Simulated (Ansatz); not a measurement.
# BP: a point defect seen from the nuclei (Ge on a P site), part 2 of 2

How do the nuclei near a point defect see it? The defect is Ge on a P site in BP (cell charge -1), first unrelaxed. The cell is a supercell built from a COD entry. Planned: a single point, then a relaxation.

Ansatz 0.2.0; DFT, PBE, plane-wave PAW, default files, scalar-relativistic.

### Step 3. Ions relaxed

File input.yaml:

```yaml
crystal:
  lattice:
    - [0.0, 6.807, 6.807]
    - [6.807, 0.0, 6.807]
    - [6.807, 6.807, 0.0]
  atoms:
    - { symbol: B, position: [0.0, 0.0, 0.0] }
    - { symbol: B, position: [0.0, 0.0, 0.3333333333] }
    - { symbol: B, position: [0.0, 0.0, 0.6666666667] }
    - { symbol: B, position: [0.0, 0.3333333333, 0.0] }
    - { symbol: B, position: [0.0, 0.3333333333, 0.3333333333] }
    - { symbol: B, position: [0.0, 0.3333333333, 0.6666666667] }
    - { symbol: B, position: [0.0, 0.6666666667, 0.0] }
    - { symbol: B, position: [0.0, 0.6666666667, 0.3333333333] }
    - { symbol: B, position: [0.0, 0.6666666667, 0.6666666667] }
    - { symbol: B, position: [0.3333333333, 0.0, 0.0] }
    - { symbol: B, position: [0.3333333333, 0.0, 0.3333333333] }
    - { symbol: B, position: [0.3333333333, 0.0, 0.6666666667] }
    - { symbol: B, position: [0.3333333333, 0.3333333333, 0.0] }
    - { symbol: B, position: [0.3333333333, 0.3333333333, 0.3333333333] }
    - { symbol: B, position: [0.3333333333, 0.3333333333, 0.6666666667] }
    - { symbol: B, position: [0.3333333333, 0.6666666667, 0.0] }
    - { symbol: B, position: [0.3333333333, 0.6666666667, 0.3333333333] }
    - { symbol: B, position: [0.3333333333, 0.6666666667, 0.6666666667] }
    - { symbol: B, position: [0.6666666667, 0.0, 0.0] }
    - { symbol: B, position: [0.6666666667, 0.0, 0.3333333333] }
    - { symbol: B, position: [0.6666666667, 0.0, 0.6666666667] }
    - { symbol: B, position: [0.6666666667, 0.3333333333, 0.0] }
    - { symbol: B, position: [0.6666666667, 0.3333333333, 0.3333333333] }
    - { symbol: B, position: [0.6666666667, 0.3333333333, 0.6666666667] }
    - { symbol: B, position: [0.6666666667, 0.6666666667, 0.0] }
    - { symbol: B, position: [0.6666666667, 0.6666666667, 0.3333333333] }
    - { symbol: B, position: [0.6666666667, 0.6666666667, 0.6666666667] }
    - { symbol: Ge, position: [0.0833333333, 0.0833333333, 0.0833333333] }
    - { symbol: P, position: [0.0833333333, 0.0833333333, 0.4166666667] }
    - { symbol: P, position: [0.0833333333, 0.0833333333, 0.75] }
    - { symbol: P, position: [0.0833333333, 0.4166666667, 0.0833333333] }
    - { symbol: P, position: [0.0833333333, 0.4166666667, 0.4166666667] }
    - { symbol: P, position: [0.0833333333, 0.4166666667, 0.75] }
    - { symbol: P, position: [0.0833333333, 0.75, 0.0833333333] }
    - { symbol: P, position: [0.0833333333, 0.75, 0.4166666667] }
    - { symbol: P, position: [0.0833333333, 0.75, 0.75] }
    - { symbol: P, position: [0.4166666667, 0.0833333333, 0.0833333333] }
    - { symbol: P, position: [0.4166666667, 0.0833333333, 0.4166666667] }
    - { symbol: P, position: [0.4166666667, 0.0833333333, 0.75] }
    - { symbol: P, position: [0.4166666667, 0.4166666667, 0.0833333333] }
    - { symbol: P, position: [0.4166666667, 0.4166666667, 0.4166666667] }
    - { symbol: P, position: [0.4166666667, 0.4166666667, 0.75] }
    - { symbol: P, position: [0.4166666667, 0.75, 0.0833333333] }
    - { symbol: P, position: [0.4166666667, 0.75, 0.4166666667] }
    - { symbol: P, position: [0.4166666667, 0.75, 0.75] }
    - { symbol: P, position: [0.75, 0.0833333333, 0.0833333333] }
    - { symbol: P, position: [0.75, 0.0833333333, 0.4166666667] }
    - { symbol: P, position: [0.75, 0.0833333333, 0.75] }
    - { symbol: P, position: [0.75, 0.4166666667, 0.0833333333] }
    - { symbol: P, position: [0.75, 0.4166666667, 0.4166666667] }
    - { symbol: P, position: [0.75, 0.4166666667, 0.75] }
    - { symbol: P, position: [0.75, 0.75, 0.0833333333] }
    - { symbol: P, position: [0.75, 0.75, 0.4166666667] }
    - { symbol: P, position: [0.75, 0.75, 0.75] }
total_charge: -1
kpoints:
  mp_grid: { grid: [3, 3, 3] }
scf:
  occupations: { method: fermi_dirac, width: 0.01 }
hamiltonian:
  xc: pbe
  pseudopotentials: { kind: paw }
output:
  forces: true
  stress: true
  populations: true
  efg:
    quadrupole_moments_barn: { B: 0.04059, Ge: -0.196 }
    contact_densities: true
  write_density: true
  write_potential: true
  elf: true
  volumetric_format: npy
relax:
  f_tol: 0.03
  max_steps: 40
```

On the command line:

```sh
> ansatz run input.yaml --threads 1 --pin off --max-ram 3072MiB --backend cpu --events-out ev --progress --plain --runs-dir out
```

Standard output:

```text
[... 1 line left out ...]
Warning: RAYON_NUM_THREADS=1 ignored (pool sized by the plan → 1); use --threads N
[... 10 set-up lines as earlier in the session ...]
Crystal: 54 atoms, lattice volume = 630.808 Å³
Basis set: ecut = 420 eV, 12339 PW (Γ), exchange–correlation on 144×144×144 points (8 copies of the dense FFT grid, shifted against one another)
Bands: 167, of which v1, the nominal top of the filled ones, is band 113 counted from 1 (112 counted from 0)
[... 2 set-up lines as earlier in the session ...]
k-points: 4 of 27 (time reversal used)
[... 10 set-up lines as earlier in the session ...]
SCF iter   1: F=—  HF=-28163.456421 eV  |F-HF|=—  |Δ(HF+E_count)|=         —  Δρ=4.32e-3  dr2=1.22e-1  ethr=1.77e-3  ⟨swp⟩=7.2  Hψ=3408  notcnv=0  defer=19
preconditioner: auto → Resta (q_TF=auto, 2.299 Å⁻¹)  ε∞=4.8  [insulator: Δε(μ)=1.018 eV  Ē_g=11.383 eV  σ=0.010 eV  W_gap=1.00  n_scr=136 (ndim 8)  ℏωp=22.2 eV  f_vac=0.000  D(μ)=0.00/eV (n_scr^D=0)  ε∞_Penn≈4.8]
SCF iter   2: F=—  HF=-28163.417945 eV  |F-HF|=—  |Δ(HF+E_count)|=   3.85e-2  Δρ=1.72e-3  dr2=1.96e-2  ethr=5.40e-5  ⟨swp⟩=2.2  Hψ=1254  notcnv=0  defer=188
SCF iter   3: F=—  HF=-28163.411058 eV  |F-HF|=—  |Δ(HF+E_count)|=   6.89e-3  Δρ=6.17e-4  dr2=2.10e-3  ethr=8.68e-6  ⟨swp⟩=2.0  Hψ=960  notcnv=0  defer=188
SCF iter   4: F=—  HF=-28163.410504 eV  |F-HF|=—  |Δ(HF+E_count)|=   5.54e-4  Δρ=1.47e-4  dr2=1.51e-4  ethr=9.31e-7  ⟨swp⟩=2.0  Hψ=952  notcnv=0  defer=188
iter 5 did not close the SCF: its close was put off for the readings that it lacked (scf_convergence_deferred on its scf_iter line)
SCF iter   5: F=-28163.410581 eV  HF=-28163.410580 eV  |F-HF|=1.18e-6  |Δ(HF+E_count)|=   7.59e-5  Δρ=3.87e-5  dr2=9.78e-6  ethr=6.67e-8  ⟨swp⟩=2.0  Hψ=932  notcnv=0  defer=188
SCF iter   6: F=-28163.410585 eV  HF=-28163.410584 eV  |F-HF|=2.75e-7  |Δ(HF+E_count)|=   4.39e-6  Δρ=9.08e-6  dr2=5.48e-7  ethr=4.33e-9  ⟨swp⟩=11.0  Hψ=5177  notcnv=0
SCF 1 converged in 6 iterations: F = -28163.410585 eV  dr2 = 5.48e-7
relax step   1: F+E_penalty+E_count = -28163.41058464 eV  Δ(F+E_penalty+E_count) = +0.000e0 eV  max|allowed force component| = 9.558e-1 eV/Å  Δτ_max = 0.0000 Å  (6 SCF iters, dr2 threshold 2.25e-5 eV, accepted)
[... 9 lines left out ...]
relax step   2: F+E_penalty+E_count = -28163.64420126 eV  Δ(F+E_penalty+E_count) = -2.336e-1 eV  max|allowed force component| = 3.586e-1 eV/Å  Δτ_max = 0.0454 Å  (4 SCF iters, dr2 threshold 5.71e-5 eV, accepted)
[... 14 lines left out ...]
relax step   4: F+E_penalty+E_count = -28163.69646411 eV  Δ(F+E_penalty+E_count) = -7.096e-4 eV  max|allowed force component| = 8.210e-3 eV/Å  Δτ_max = 0.0023 Å  (4 SCF iters, accepted)
NSCF: frozen V_eff on 4 k-points
[... 1 line left out ...]
SCF converged after 4 iterations
Free energy (F): -28163.696464 eV
Harris-Foulkes:  -28163.696464 eV  (|F-HF|=3.16e-8)
Internal energy: -28163.696464 eV  (E = F + TS)
E sigma→0 (E₀):  -28163.696464 eV
Fermi energy:    10.092072 eV
--- Per-component energies (eV) ---
[... 15 lines left out ...]
--- Forces (eV/Å), atoms counted from 1 ---
  atom   1  B      0.00111838     0.00111838     0.00111838
  atom   2  B     -0.00111838    -0.00111838     0.00111838
  atom   3  B      0.00000000    -0.00000000     0.00662892
  atom   4  B     -0.00111838     0.00111838    -0.00111838
  atom   5  B      0.00107954     0.00279269     0.00279269
  atom   6  B     -0.00279269    -0.00107954     0.00279269
[... 48 lines left out ...]
  max |Σ_I F_I| component: 7.45e-16 eV/Å
--- Stress (GPa, compression-positive) ---
        1.398226       0.000000      -0.000000
        0.000000       1.398226       0.000000
       -0.000000       0.000000       1.398226
  P = ⅓ Tr σ = 1.3982 GPa (13.982 kbar)
--- PAW observables at the nuclei: V_zz in 10²¹ V/m², potentials from the cell's mean, atoms counted from 1 ---
  atom   1  B  V_zz =    -0.739852   η = 0.0000   by run symmetry: allowed   C_q = -0.7261 MHz
            electrostatic potential = -326.975906 V   contact ρ = 486.126363 e/Å³
  atom   2  B  V_zz =    -0.739852   η = 0.0000   by run symmetry: allowed   C_q = -0.7261 MHz
            electrostatic potential = -326.975906 V   contact ρ = 486.126363 e/Å³
  atom   3  B  V_zz =    -0.217075   η = 0.9172   by run symmetry: allowed   C_q = -0.2131 MHz
            electrostatic potential = -326.325504 V   contact ρ = 486.138169 e/Å³
  atom   4  B  V_zz =    -0.739852   η = 0.0000   by run symmetry: allowed   C_q = -0.7261 MHz
            electrostatic potential = -326.975906 V   contact ρ = 486.126363 e/Å³
  atom   5  B  V_zz =    +0.057396   η = 0.7644   by run symmetry: allowed   C_q = +0.0563 MHz
            electrostatic potential = -326.114825 V   contact ρ = 486.118145 e/Å³
  atom   6  B  V_zz =    +0.057396   η = 0.7644   by run symmetry: allowed   C_q = +0.0563 MHz
            electrostatic potential = -326.114825 V   contact ρ = 486.118145 e/Å³
  atom   7  B  V_zz =    -0.217075   η = 0.9172   by run symmetry: allowed   C_q = -0.2131 MHz
            electrostatic potential = -326.325504 V   contact ρ = 486.138169 e/Å³
  atom   8  B  V_zz =    +0.057396   η = 0.7644   by run symmetry: allowed   C_q = +0.0563 MHz
            electrostatic potential = -326.114825 V   contact ρ = 486.118145 e/Å³
  atom   9  B  V_zz =    -0.217075   η = 0.9172   by run symmetry: allowed   C_q = -0.2131 MHz
            electrostatic potential = -326.325504 V   contact ρ = 486.138169 e/Å³
  atom  10  B  V_zz =    -0.739852   η = 0.0000   by run symmetry: allowed   C_q = -0.7261 MHz
            electrostatic potential = -326.975906 V   contact ρ = 486.126363 e/Å³
  atom  11  B  V_zz =    +0.057396   η = 0.7644   by run symmetry: allowed   C_q = +0.0563 MHz
            electrostatic potential = -326.114825 V   contact ρ = 486.118145 e/Å³
  atom  12  B  V_zz =    +0.057396   η = 0.7644   by run symmetry: allowed   C_q = +0.0563 MHz
            electrostatic potential = -326.114825 V   contact ρ = 486.118145 e/Å³
  atom  13  B  V_zz =    +0.057396   η = 0.7644   by run symmetry: allowed   C_q = +0.0563 MHz
            electrostatic potential = -326.114825 V   contact ρ = 486.118145 e/Å³
  atom  14  B  V_zz =    +0.000000   η = 0.0000   by run symmetry: forbidden   C_q = +0.0000 MHz
            electrostatic potential = -326.066501 V   contact ρ = 486.125852 e/Å³
  atom  15  B  V_zz =    +0.057396   η = 0.7644   by run symmetry: allowed   C_q = +0.0563 MHz
            electrostatic potential = -326.114825 V   contact ρ = 486.118145 e/Å³
  atom  16  B  V_zz =    +0.057396   η = 0.7644   by run symmetry: allowed   C_q = +0.0563 MHz
            electrostatic potential = -326.114825 V   contact ρ = 486.118145 e/Å³
  atom  17  B  V_zz =    +0.057396   η = 0.7644   by run symmetry: allowed   C_q = +0.0563 MHz
            electrostatic potential = -326.114825 V   contact ρ = 486.118145 e/Å³
  atom  18  B  V_zz =    -0.017736   η = 0.0000   by run symmetry: allowed   C_q = -0.0174 MHz
            electrostatic potential = -326.079069 V   contact ρ = 486.120542 e/Å³
  atom  19  B  V_zz =    -0.217075   η = 0.9172   by run symmetry: allowed   C_q = -0.2131 MHz
            electrostatic potential = -326.325504 V   contact ρ = 486.138169 e/Å³
  atom  20  B  V_zz =    +0.057396   η = 0.7644   by run symmetry: allowed   C_q = +0.0563 MHz
            electrostatic potential = -326.114825 V   contact ρ = 486.118145 e/Å³
  atom  21  B  V_zz =    -0.217075   η = 0.9172   by run symmetry: allowed   C_q = -0.2131 MHz
            electrostatic potential = -326.325504 V   contact ρ = 486.138169 e/Å³
  atom  22  B  V_zz =    +0.057396   η = 0.7644   by run symmetry: allowed   C_q = +0.0563 MHz
            electrostatic potential = -326.114825 V   contact ρ = 486.118145 e/Å³
  atom  23  B  V_zz =    +0.057396   η = 0.7644   by run symmetry: allowed   C_q = +0.0563 MHz
            electrostatic potential = -326.114825 V   contact ρ = 486.118145 e/Å³
  atom  24  B  V_zz =    -0.017736   η = 0.0000   by run symmetry: allowed   C_q = -0.0174 MHz
            electrostatic potential = -326.079069 V   contact ρ = 486.120542 e/Å³
  atom  25  B  V_zz =    -0.217075   η = 0.9172   by run symmetry: allowed   C_q = -0.2131 MHz
            electrostatic potential = -326.325504 V   contact ρ = 486.138169 e/Å³
  atom  26  B  V_zz =    -0.017736   η = 0.0000   by run symmetry: allowed   C_q = -0.0174 MHz
            electrostatic potential = -326.079069 V   contact ρ = 486.120542 e/Å³
  atom  27  B  V_zz =    -0.017736   η = 0.0000   by run symmetry: allowed   C_q = -0.0174 MHz
            electrostatic potential = -326.079069 V   contact ρ = 486.120542 e/Å³
  atom  28  Ge V_zz =    -0.000000   η = 0.0000   by run symmetry: forbidden   C_q = +0.0000 MHz
            electrostatic potential = -4323.791993 V   contact ρ = 210240.304370 e/Å³
  atom  29  P  V_zz =    -1.308678   η = 0.4735   by run symmetry: allowed
            electrostatic potential = -1495.733449 V   contact ρ = 16015.770265 e/Å³
  atom  30  P  V_zz =    -1.308678   η = 0.4735   by run symmetry: allowed
            electrostatic potential = -1495.733449 V   contact ρ = 16015.770265 e/Å³
  atom  31  P  V_zz =    -1.308678   η = 0.4735   by run symmetry: allowed
            electrostatic potential = -1495.733449 V   contact ρ = 16015.770265 e/Å³
  atom  32  P  V_zz =    +0.127114   η = 0.0000   by run symmetry: allowed
            electrostatic potential = -1495.538408 V   contact ρ = 16015.954276 e/Å³
  atom  33  P  V_zz =    -1.308678   η = 0.4735   by run symmetry: allowed
            electrostatic potential = -1495.733449 V   contact ρ = 16015.770265 e/Å³
  atom  34  P  V_zz =    -1.308678   η = 0.4735   by run symmetry: allowed
            electrostatic potential = -1495.733449 V   contact ρ = 16015.770265 e/Å³
  atom  35  P  V_zz =    -1.308678   η = 0.4735   by run symmetry: allowed
            electrostatic potential = -1495.733449 V   contact ρ = 16015.770265 e/Å³
  atom  36  P  V_zz =    +0.181513   η = 0.0000   by run symmetry: allowed
            electrostatic potential = -1495.566870 V   contact ρ = 16016.038486 e/Å³
  atom  37  P  V_zz =    -1.308678   η = 0.4735   by run symmetry: allowed
            electrostatic potential = -1495.733449 V   contact ρ = 16015.770265 e/Å³
  atom  38  P  V_zz =    +0.127114   η = 0.0000   by run symmetry: allowed
            electrostatic potential = -1495.538408 V   contact ρ = 16015.954276 e/Å³
  atom  39  P  V_zz =    -1.308678   η = 0.4735   by run symmetry: allowed
            electrostatic potential = -1495.733449 V   contact ρ = 16015.770265 e/Å³
  atom  40  P  V_zz =    +0.127114   η = 0.0000   by run symmetry: allowed
            electrostatic potential = -1495.538408 V   contact ρ = 16015.954276 e/Å³
  atom  41  P  V_zz =    +0.127114   η = 0.0000   by run symmetry: allowed
            electrostatic potential = -1495.538408 V   contact ρ = 16015.954276 e/Å³
  atom  42  P  V_zz =    +0.171730   η = 0.9060   by run symmetry: allowed
            electrostatic potential = -1495.537010 V   contact ρ = 16015.937814 e/Å³
  atom  43  P  V_zz =    -1.308678   η = 0.4735   by run symmetry: allowed
            electrostatic potential = -1495.733449 V   contact ρ = 16015.770265 e/Å³
  atom  44  P  V_zz =    +0.171730   η = 0.9060   by run symmetry: allowed
            electrostatic potential = -1495.537010 V   contact ρ = 16015.937814 e/Å³
  atom  45  P  V_zz =    +0.171730   η = 0.9060   by run symmetry: allowed
            electrostatic potential = -1495.537010 V   contact ρ = 16015.937814 e/Å³
  atom  46  P  V_zz =    -1.308678   η = 0.4735   by run symmetry: allowed
            electrostatic potential = -1495.733449 V   contact ρ = 16015.770265 e/Å³
  atom  47  P  V_zz =    -1.308678   η = 0.4735   by run symmetry: allowed
            electrostatic potential = -1495.733449 V   contact ρ = 16015.770265 e/Å³
  atom  48  P  V_zz =    +0.181513   η = 0.0000   by run symmetry: allowed
            electrostatic potential = -1495.566870 V   contact ρ = 16016.038486 e/Å³
  atom  49  P  V_zz =    -1.308678   η = 0.4735   by run symmetry: allowed
            electrostatic potential = -1495.733449 V   contact ρ = 16015.770265 e/Å³
  atom  50  P  V_zz =    +0.171730   η = 0.9060   by run symmetry: allowed
            electrostatic potential = -1495.537010 V   contact ρ = 16015.937814 e/Å³
  atom  51  P  V_zz =    +0.171730   η = 0.9060   by run symmetry: allowed
            electrostatic potential = -1495.537010 V   contact ρ = 16015.937814 e/Å³
  atom  52  P  V_zz =    +0.181513   η = 0.0000   by run symmetry: allowed
            electrostatic potential = -1495.566870 V   contact ρ = 16016.038486 e/Å³
  atom  53  P  V_zz =    +0.171730   η = 0.9060   by run symmetry: allowed
            electrostatic potential = -1495.537010 V   contact ρ = 16015.937814 e/Å³
  atom  54  P  V_zz =    +0.181513   η = 0.0000   by run symmetry: allowed
            electrostatic potential = -1495.566870 V   contact ρ = 16016.038486 e/Å³
--- Band table (eV) ---
[... 4 lines left out ...]
--- Relaxed structure (4 steps of the walk, 4 accepted, 0 SCFs on fresh bases) ---
  F+E_penalty+E_count = -28163.69646411 eV   max|allowed force component| = 8.210e-3 eV/Å
  atoms:
[... 54 lines left out ...]
--- Löwdin populations: 54 sites ---
  site symbol       q [e]
[... 54 lines left out ...]
  spilling = 0.007496 (of n_electrons = 226.000000)
```

Run time: 59 s. Hardware: 1 thread of AMD EPYC 9R45 (Zen 5), shared host; peak memory 1.3 GiB.

Step by step:

```csv
step,energy change (eV),largest force component (eV/Å)
1,0.0000,0.956
2,-0.2336,0.359
3,-0.2852,0.033
4,-0.2859,0.008
```

Atom 10 and its like (B) moved farthest, 0.075 Å; the mean move was 0.012 Å.

The run ends with gap on the mesh 1.03 eV, largest force 0.014 eV/Å, pressure 1.4 GPa.

Against step 2 (V_zz in 10²¹ V/m²):

```csv
site,atoms,"V_zz, PBE","V_zz, PBE relaxed","η, PBE","η, PBE relaxed"
Ge,28,0.00,0.00,–,–
B1,"1, 2, 4, …",-0.99,-0.74,0.00,0.00
P29,"29, 30, 31, …",-1.07,-1.31,0.24,0.47
B5,"5, 6, 8, …",0.063,0.057,0.74,0.76
P42,"42, 44, 45, …",0.15,0.17,0.81,0.91
B3,"3, 7, 9, …",0.12,-0.22,0.99,0.92
P36,"36, 48, 52, …",0.28,0.18,0.00,0.00
P32,"32, 38, 40, …",0.23,0.13,0.00,0.00
B18,"18, 24, 26, …",-0.018,-0.018,0.00,0.00
B14,14,0.00,0.00,–,–
```

Site by site (atoms counted from 1):

```csv
site,atoms,distance from the defect (Å),V_zz (10²¹ V/m²),η,C_Q (MHz)
Ge,28,0.00,0.00,–,0 (⁷³Ge)
B1,"1, 2, 4, 10",2.04,-0.74,0.00,-0.726 (¹¹B)
P29,"29, 30, 31, 33, …",3.21,-1.31,0.47,–
B5,"5, 6, 8, 11, …",3.76,0.057,0.76,0.056 (¹¹B)
P42,"42, 44, 45, 50, …",4.54,0.17,0.91,–
B3,"3, 7, 9, 19, …",4.94,-0.22,0.92,-0.213 (¹¹B)
P32,"32, 38, 40, 41",5.56,0.13,0.00,–
P36,"36, 48, 52, 54",5.56,0.18,0.00,–
B18,"18, 24, 26, 27",5.89,-0.018,0.00,-0.017 (¹¹B)
B14,14,5.90,0.00,–,0 (¹¹B)
```

Direction of the V_zz axis (Cartesian unit vector):

| site | atom | x | y | z |
| --- | --- | --- | --- | --- |
| B1 | 1 | 0.58 | 0.58 | 0.58 |
| B5 | 5 | 0.17 | 0.70 | 0.70 |
| P29 | 29 | 0.63 | 0.63 | 0.46 |
| P32 | 32 | -0.58 | 0.58 | 0.58 |
| P36 | 36 | 0.58 | -0.58 | -0.58 |

The sizes of the gradients above 0.15 moved by 30 % in the median, 63 % at the site that moves most (small gradients counted from 0.15; B3, 0.12 to -0.22), with a change of sign at B3 (η is near 1 before and after, so this only swaps two nearly equal components).

### Step 4. From gradients to spectra (values of step 3)

¹¹B (I = 3/2, Q = 40.59 mb) at 9.40 T, Larmor frequency 128.4 MHz. Second-order quadrupolar shifts of the central transition; chemical shifts are not computed, so all sites share one zero.

```
site  count  C_Q (MHz)     η  ν_Q (MHz)  δ_QIS (ppm)
  B1      4     -0.726  0.00      0.363         -0.8
  B5     12      0.056  0.76      0.028          0.0
  B3      6     -0.213  0.92      0.107         -0.1
 B18      4     -0.017  0.00      0.009          0.0
 B14      1          0     –          0          0.0
```

¹¹B central transition, under fast magic-angle spinning:

(kHz, intensity): (-0.3, 0), (-0.2, 0), (-0.2, 0), (-0.2, 1), (-0.2, 1), (-0.2, 5), (-0.1, 4), (-0.1, 3), (-0.1, 3), (-0.1, 4), (-0.1, 5), (0.0, 7), (0.0, 100), (0.0, 65)

### Step 5. Outcome

This closing draws on all 2 parts.

| quantity | value |
| --- | --- |
| state (step 3) | gap on the mesh 1.03 eV, largest force 0.014 eV/Å, pressure 1.4 GPa |
| V_zz by site, step 3 (10²¹ V/m²) | Ge 0.00, B1 -0.74, P29 -1.31, B5 0.057, P42 0.17, B3 -0.22, P32 0.13, P36 0.18, … |
| largest C_Q in size, step 3 | 0.726 MHz, ¹¹B at B1 |
| step 3 (ions relaxed) against step 2 | 30 % in the median, 63 % at the site that moves most (small gradients counted from 0.15; B3, 0.12 to -0.22), with a change of sign at B3 (η is near 1 before and after, so this only swaps two nearly equal components) |

**Reading.** The largest gradient sits at P29 (4 B at 1.93–1.97 Å; also 1 Ge at 3.21 Å). The runs allow no spin. The relaxation kept the symmetry F-43m, so a distorted place of lower energy may have been missed. Relaxing moved atoms by up to 0.07 Å and single gradients by up to 63 % in size (gradients over 0.15 counted), so small moves matter. At 9.40 T the second-order broadening of ¹¹B is under 0.53 kHz, so other effects set the line width. The defect repeats with the cell of 54 atoms, so it feels its images: sites between two images don't show the values beside a lone defect, and zeros or small values of η there can come from the images' arrangement. The relaxation keeps the site symmetry -43m of the start, so the impurity can't leave its site; a start off the site could end lower. A uniform background compensates the cell's charge.

These are semilocal Kohn-Sham gaps, which aren't the measured quantity. Such gaps usually fall short of the measured ones.
